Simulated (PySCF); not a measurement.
# Al: dipole response in aug-cc-pV(Q+d)Z

How polarisable is Al at the levels listed below?

Method: unrestricted determinants in a Gaussian basis, no spin-orbit coupling in the energies. Code: PySCF 2.14.0.

## (1) The atom as given

* Element: aluminium (Z = 13)
* Basis: aug-cc-pV(Q+d)Z (7s6p5d3f2g, 89 functions)
* Hamiltonian: no relativity, point nucleus
* State 1: Al: [Ne] 3s2 3p1, 2P determinant
* Methods: UHF, PBE, PBE0, BLYP, revPBE

The outer shells:

Al [Ne] 3s2 3p1
```
[Ne] core
3s [↑↓]
3p [↑ ][  ][  ]
```

One driver process ran all states and methods and kept the integrals in memory. Each run is shown as a PySCF script that sums up its settings (the driver passes frozen orbitals as a list and adds second-order terms of double hybrids); the logs are those of the runs themselves. The driver starts from symmetry-adapted Hartree-Fock orbitals, holds the occupation by maximum overlap and uses a logarithmic radial grid for functionals, so a plain start would take other cycles.

The integrals over 89 functions and the set-up took 1.1 s of CPU time.

## (2) Al, method by method

#### UHF

input.py reads:

```python
from pyscf import gto, scf, dft, mp, cc
import basis_set_exchange as bse
mol = gto.M(atom="Al 0 0 0", charge=0, spin=1, symmetry="D2h",
            basis=gto.basis.parse(bse.get_basis("aug-cc-pV(Q+d)Z", elements=["Al"], fmt="nwchem")))
mf = scf.UHF(mol)
mf.irrep_nelec = {'Ag': (3, 3), 'B1u': (1, 1), 'B2u': (2, 1), 'B3u': (1, 1)}
mf.kernel()
```

Output:

```text
damping factor = 0
level_shift factor = 0
DIIS = <class 'pyscf.scf.diis.CDIIS'>
diis_start_cycle = 1
diis_space = 10
diis_damp = 0
SCF conv_tol = 1e-09
SCF conv_tol_grad = None
number electrons alpha = 7  beta = 6
cycle= 1 E= -241.879546639444  delta_E= -0.00309  |g|= 0.0188  |ddm|= 0.0542
cycle= 2 E= -241.880225209708  delta_E= -0.000679  |g|= 0.00918  |ddm|= 0.0294
cycle= 3 E= -241.8804450377  delta_E= -0.00022  |g|= 0.000942  |ddm|= 0.0308
cycle= 4 E= -241.880448331011  delta_E= -3.29e-06  |g|= 0.000263  |ddm|= 0.00908
cycle= 5 E= -241.880448625276  delta_E= -2.94e-07  |g|= 6.65e-05  |ddm|= 0.00319
cycle= 6 E= -241.880448641037  delta_E= -1.58e-08  |g|= 1.26e-05  |ddm|= 0.000753
cycle= 7 E= -241.880448641412  delta_E= -3.76e-10  |g|= 2.54e-06  |ddm|= 0.000121
converged SCF energy = -241.880448641412  <S^2> = 0.77060123  2S+1 = 2.0204962
```

CPU time 16 s on a shared host, the integrals not counted.

The occupied shells:

```csv
shell,electrons,mean orbital energy (eV),spread (eV),rms radius (bohr)
1s α,1,-1591.9,0,0.139
1s β,1,-1591.8,0,0.139
2s α,1,-133.63,0,0.677
2s β,1,-133.54,0,0.677
2p α,3,-87.623,0.163,0.675
2p β,3,-87.447,0.257,0.675
3s α,1,-11.580,0,2.82
3s β,1,-9.891,0,2.82
3p α,1,-5.944,0,3.70
```

⟨S²⟩ = 0.771, ⟨L²⟩ = 2.06.

The driver then solved the coupled dipole response at imaginary frequencies: mean α = 61.29 bohr³ (xx, yy, zz: 52.00, 79.86, 52.00), C₆ = 554.4 au for a like pair.

#### PBE

input.py, as changed from the run before:

```diff
@@ -4,3 +4,3 @@
             basis=gto.basis.parse(bse.get_basis("aug-cc-pV(Q+d)Z", elements=["Al"], fmt="nwchem")))
-mf = scf.UHF(mol)
+mf = dft.UKS(mol, xc="PBE")
 mf.irrep_nelec = {'Ag': (3, 3), 'B1u': (1, 1), 'B2u': (2, 1), 'B3u': (1, 1)}
```

Output:

```text
damping factor = 0
level_shift factor = 0
DIIS = <class 'pyscf.scf.diis.CDIIS'>
diis_start_cycle = 1
diis_space = 10
diis_damp = 0
SCF conv_tol = 1e-09
SCF conv_tol_grad = None
number electrons alpha = 7  beta = 6
XC functionals = PBE
    J. P. Perdew, K. Burke, and M. Ernzerhof.,  Phys. Rev. Lett. 77, 3865 (1996)
    J. P. Perdew, K. Burke, and M. Ernzerhof.,  Phys. Rev. Lett. 78, 1396 (1997)
    J. P. Perdew, K. Burke, and M. Ernzerhof.,  Phys. Rev. Lett. 77, 3865 (1996)
    J. P. Perdew, K. Burke, and M. Ernzerhof.,  Phys. Rev. Lett. 78, 1396 (1997)
cycle= 1 E= -242.23312454823  delta_E= -0.00736  |g|= 0.0278  |ddm|= 16.3
cycle= 2 E= -242.233322155551  delta_E= -0.000198  |g|= 0.00837  |ddm|= 0.154
cycle= 3 E= -242.233337292747  delta_E= -1.51e-05  |g|= 0.000605  |ddm|= 0.0719
cycle= 4 E= -242.233337799781  delta_E= -5.07e-07  |g|= 0.000225  |ddm|= 0.00469
cycle= 5 E= -242.23333785108  delta_E= -5.13e-08  |g|= 6.84e-06  |ddm|= 0.00253
cycle= 6 E= -242.233337851132  delta_E= -5.24e-11  |g|= 6.48e-07  |ddm|= 0.00028
converged SCF energy = -242.233337851132  <S^2> = 0.75539194  2S+1 = 2.0053847
```

CPU time 7.5 s on a shared host, the integrals not counted.

The driver then solved the coupled dipole response at imaginary frequencies: mean α = 65.70 bohr³ (xx, yy, zz: 53.48, 90.15, 53.48), C₆ = 583.0 au for a like pair.

#### PBE0

input.py, as changed from the run before:

```diff
@@ -4,3 +4,3 @@
             basis=gto.basis.parse(bse.get_basis("aug-cc-pV(Q+d)Z", elements=["Al"], fmt="nwchem")))
-mf = dft.UKS(mol, xc="PBE")
+mf = dft.UKS(mol, xc="PBE0")
 mf.irrep_nelec = {'Ag': (3, 3), 'B1u': (1, 1), 'B2u': (2, 1), 'B3u': (1, 1)}
```

Output:

```text
damping factor = 0
level_shift factor = 0
DIIS = <class 'pyscf.scf.diis.CDIIS'>
diis_start_cycle = 1
diis_space = 10
diis_damp = 0
SCF conv_tol = 1e-09
SCF conv_tol_grad = None
number electrons alpha = 7  beta = 6
XC functionals = PBE0
    C. Adamo and V. Barone.,  J. Chem. Phys. 110, 6158 (1999)
    M. Ernzerhof and G. E. Scuseria.,  J. Chem. Phys. 110, 5029 (1999)
cycle= 1 E= -242.254662261116  delta_E= -0.00465  |g|= 0.0152  |ddm|= 8.46
cycle= 2 E= -242.254810693221  delta_E= -0.000148  |g|= 0.00407  |ddm|= 0.368
cycle= 3 E= -242.254822860863  delta_E= -1.22e-05  |g|= 0.000982  |ddm|= 0.0349
cycle= 4 E= -242.254824837651  delta_E= -1.98e-06  |g|= 9.45e-05  |ddm|= 0.00476
cycle= 5 E= -242.254824847426  delta_E= -9.78e-09  |g|= 1e-05  |ddm|= 0.000847
cycle= 6 E= -242.25482484773  delta_E= -3.04e-10  |g|= 1.42e-06  |ddm|= 0.000193
converged SCF energy = -242.25482484773  <S^2> = 0.75736113  2S+1 = 2.0073476
```

CPU time 22 s on a shared host, the integrals not counted.

The driver then solved the coupled dipole response at imaginary frequencies: mean α = 62.43 bohr³ (xx, yy, zz: 51.92, 83.46, 51.92), C₆ = 554.0 au for a like pair.

#### BLYP

input.py, as changed from the run before:

```diff
@@ -4,3 +4,3 @@
             basis=gto.basis.parse(bse.get_basis("aug-cc-pV(Q+d)Z", elements=["Al"], fmt="nwchem")))
-mf = dft.UKS(mol, xc="PBE0")
+mf = dft.UKS(mol, xc="BLYP")
 mf.irrep_nelec = {'Ag': (3, 3), 'B1u': (1, 1), 'B2u': (2, 1), 'B3u': (1, 1)}
```

Output:

```text
damping factor = 0
level_shift factor = 0
DIIS = <class 'pyscf.scf.diis.CDIIS'>
diis_start_cycle = 1
diis_space = 10
diis_damp = 0
SCF conv_tol = 1e-09
SCF conv_tol_grad = None
number electrons alpha = 7  beta = 6
XC functionals = BLYP
    A. D. Becke.,  Phys. Rev. A 38, 3098 (1988)
    C. Lee, W. Yang, and R. G. Parr.,  Phys. Rev. B 37, 785 (1988)
    B. Miehlich, A. Savin, H. Stoll, and H. Preuss.,  Chem. Phys. Lett. 157, 200 (1989)
cycle= 1 E= -242.380178144306  delta_E= -0.00958  |g|= 0.0275  |ddm|= 25.6
cycle= 2 E= -242.380391043488  delta_E= -0.000213  |g|= 0.0073  |ddm|= 0.305
cycle= 3 E= -242.380406460269  delta_E= -1.54e-05  |g|= 0.000289  |ddm|= 0.093
cycle= 4 E= -242.380406601785  delta_E= -1.42e-07  |g|= 7.13e-05  |ddm|= 0.00637
cycle= 5 E= -242.380406606666  delta_E= -4.88e-09  |g|= 2.38e-05  |ddm|= 0.00166
cycle= 6 E= -242.38040660723  delta_E= -5.64e-10  |g|= 4.44e-07  |ddm|= 0.000137
converged SCF energy = -242.38040660723  <S^2> = 0.75393245  2S+1 = 2.0039286
```

CPU time 10 s on a shared host, the integrals not counted.

The driver then solved the coupled dipole response at imaginary frequencies: mean α = 68.21 bohr³ (xx, yy, zz: 54.59, 95.44, 54.59), C₆ = 602.2 au for a like pair.

#### revPBE

input.py, as changed from the run before:

```diff
@@ -4,3 +4,3 @@
             basis=gto.basis.parse(bse.get_basis("aug-cc-pV(Q+d)Z", elements=["Al"], fmt="nwchem")))
-mf = dft.UKS(mol, xc="BLYP")
+mf = dft.UKS(mol, xc="PBE_R,PBE")
 mf.irrep_nelec = {'Ag': (3, 3), 'B1u': (1, 1), 'B2u': (2, 1), 'B3u': (1, 1)}
```

Output:

```text
damping factor = 0
level_shift factor = 0
DIIS = <class 'pyscf.scf.diis.CDIIS'>
diis_start_cycle = 1
diis_space = 10
diis_damp = 0
SCF conv_tol = 1e-09
SCF conv_tol_grad = None
number electrons alpha = 7  beta = 6
XC functionals = PBE_R,PBE
    Y. Zhang and W. Yang.,  Phys. Rev. Lett. 80, 890 (1998)
    J. P. Perdew, K. Burke, and M. Ernzerhof.,  Phys. Rev. Lett. 77, 3865 (1996)
    J. P. Perdew, K. Burke, and M. Ernzerhof.,  Phys. Rev. Lett. 78, 1396 (1997)
cycle= 1 E= -242.319747248905  delta_E= -0.00623  |g|= 0.0261  |ddm|= 12.4
cycle= 2 E= -242.319938514354  delta_E= -0.000191  |g|= 0.00808  |ddm|= 0.243
cycle= 3 E= -242.31995423917  delta_E= -1.57e-05  |g|= 0.000744  |ddm|= 0.0654
cycle= 4 E= -242.319955118242  delta_E= -8.79e-07  |g|= 0.000244  |ddm|= 0.00503
cycle= 5 E= -242.319955180829  delta_E= -6.26e-08  |g|= 6.66e-06  |ddm|= 0.00301
cycle= 6 E= -242.319955180878  delta_E= -4.88e-11  |g|= 7.66e-07  |ddm|= 0.000209
converged SCF energy = -242.319955180878  <S^2> = 0.75639086  2S+1 = 2.0063807
```

It used 9.5 s of CPU time after the integrals (shared host).

The driver then solved the coupled dipole response at imaginary frequencies: mean α = 65.47 bohr³ (xx, yy, zz: 53.65, 89.11, 53.65), C₆ = 583.6 au for a like pair.

Radial density 4πr²ρ of Al at UHF:

```csv
r (bohr),density,spin density
0.00198,0.0655,0.000
0.00333,0.179,0.000
0.00560,0.477,0.000
0.00941,1.22,0.000
0.0158,2.93,0.000
0.0266,6.27,0.000
0.0448,11.1,0.000
0.0754,14.5,0.001
0.127,12.1,0.008
0.213,8.46,0.025
0.359,11.8,0.038
0.603,10.9,0.015
1.01,3.20,0.010
1.71,1.13,0.178
2.87,0.970,0.319
4.83,0.216,0.125
8.12,0.00906,0.008
13.7,1.00e-05,0.000
```

## (3) Polarisabilities and C₆

Al, in atomic units:

```csv
method,mean α,C₆ (like pair),S(−4)
UHF,61.29,554.4,1961
PBE,65.70,583.0,2801
PBE0,62.43,554.0,2289
BLYP,68.21,602.2,3284
revPBE,65.47,583.6,2721
```

Reference α: 57.8 ± 1 bohr³ (recommended; Schwerdtfeger and Nagle, table of static dipole polarizabilities (2023 update)). Published C₆: 528.0 (Chu and Dalgarno (2004); Tang, Norbeck and Certain (1976)).

α(iu) at revPBE:

```csv
u (hartree),α(iu) (bohr³)
0,65.47
0.0500,59.60
0.100,48.34
0.200,29.85
0.300,19.05
0.500,9.161
0.750,4.701
1.00,2.875
1.50,1.449
2.00,0.9087
3.00,0.4878
5.00,0.2288
```

## (4) Results

| quantity | value |
| --- | --- |
| α of Al | 61.29 (UHF) to 68.21 (BLYP) bohr³; reference 57.80 |

**Reading.** For Al UHF is nearest the reference (+6 %). All values hold for this basis alone; no basis-set limit was taken.
